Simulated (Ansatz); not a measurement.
Predict the output of the script below (the Ansatz DFT code, driven from Python).

The script, `geh3o.py`:
```python
import warnings

import ansatz as az
import matplotlib.pyplot as plt
import numpy as np

BASIS_SET = "def2-SVP"
LEVEL = "mp2"

GEOMETRY = """
O     0.47990   -1.15950    0.40550
Ge   -0.49830    0.36500    0.01240
H     0.99830   -0.84740    1.12180
H    -1.41430    0.08480   -1.14300
H     0.48430    1.48340   -0.43810
"""

warnings.simplefilter("ignore", az.DeckWarning)

geh3o = az.Crystal.molecule()
for line in GEOMETRY.strip().splitlines():
    symbol, *xyz = line.split()
    geh3o = geh3o.atom(symbol, [float(v) for v in xyz])

symbols = [site.symbol for site in geh3o.cartesian_sites]
start = np.array([site.position_ang for site in geh3o.cartesian_sites])
axis = (start[2] - start[0]) / np.linalg.norm(start[2] - start[0])
moving = [2]
lengths, energies = [0.825, 0.863, 0.9, 0.938, 0.975, 1.013, 1.05, 1.106], []
for length in lengths:
    xyz = start.copy()
    xyz[moving] += (length - np.linalg.norm(start[2] - start[0])) * axis
    point = az.Crystal.molecule()
    for symbol, xyz in zip(symbols, xyz):
        point = point.atom(symbol, xyz.tolist())
    model = point.calculation().basis(gaussian=BASIS_SET).correlation(LEVEL).spin("collinear", total=1)
    summary = model.run(threads=1, backend="cpu").report
    energies.append(summary["free_energy_ev"])
    print(f"r = {length:6.3f} A  E = {energies[-1]:.5f} eV  <S^2> = {abs(summary['mean_field']['state']['spin_squared']):.3f}")

fit = np.polynomial.Polynomial.fit(lengths, np.array(energies) - min(energies), 4).convert()
roots = [r.real for r in fit.deriv().roots() if abs(r.imag) < 1e-9 and fit.deriv(2)(r.real) > 0]
r_e = min(roots, key=lambda r: abs(r - lengths[int(np.argmin(energies))]))
print(f"minimum of the fit at {r_e:.4f} A, force constant {fit.deriv(2)(r_e):.2f} eV/A^2")
plt.figure(figsize=(4.5, 3))
plt.plot(lengths, np.array(energies) - min(energies), "o-")
plt.xlabel("bond length (A)")
plt.ylabel("E - E(min) (eV)")
plt.tight_layout()
plt.savefig("scan.png", dpi=100)
```

```console
$ python geh3o.py
r =  0.825 A  E = -58559.02816 eV  <S^2> = 0.754
r =  0.863 A  E = -58559.41773 eV  <S^2> = 0.754
r =  0.900 A  E = -58559.64905 eV  <S^2> = 0.754
r =  0.938 A  E = -58559.76831 eV  <S^2> = 0.754
r =  0.975 A  E = -58559.79483 eV  <S^2> = 0.754
r =  1.013 A  E = -58559.75096 eV  <S^2> = 0.754
r =  1.050 A  E = -58559.65497 eV  <S^2> = 0.754
r =  1.106 A  E = -58559.43677 eV  <S^2> = 0.755
minimum of the fit at 0.9691 A, force constant 51.63 eV/A^2
```

What to keep in mind:
- Total energies depend on the basis set; only differences at equal settings carry meaning.
- The rest of the molecule is held rigid at a force-field or estimated start geometry, and the basis set is modest; single-reference methods fail as a bond breaks.
- The species is open-shell (spin multiplicity 2).
- S² is that of the Hartree-Fock reference.
- Hardware and time: 5.8 s on 1 thread of Arm Neoverse V2, with other jobs on the host, peak memory 0.23 GiB.

(Lines on the test bed's own set-up are left out of the output.)
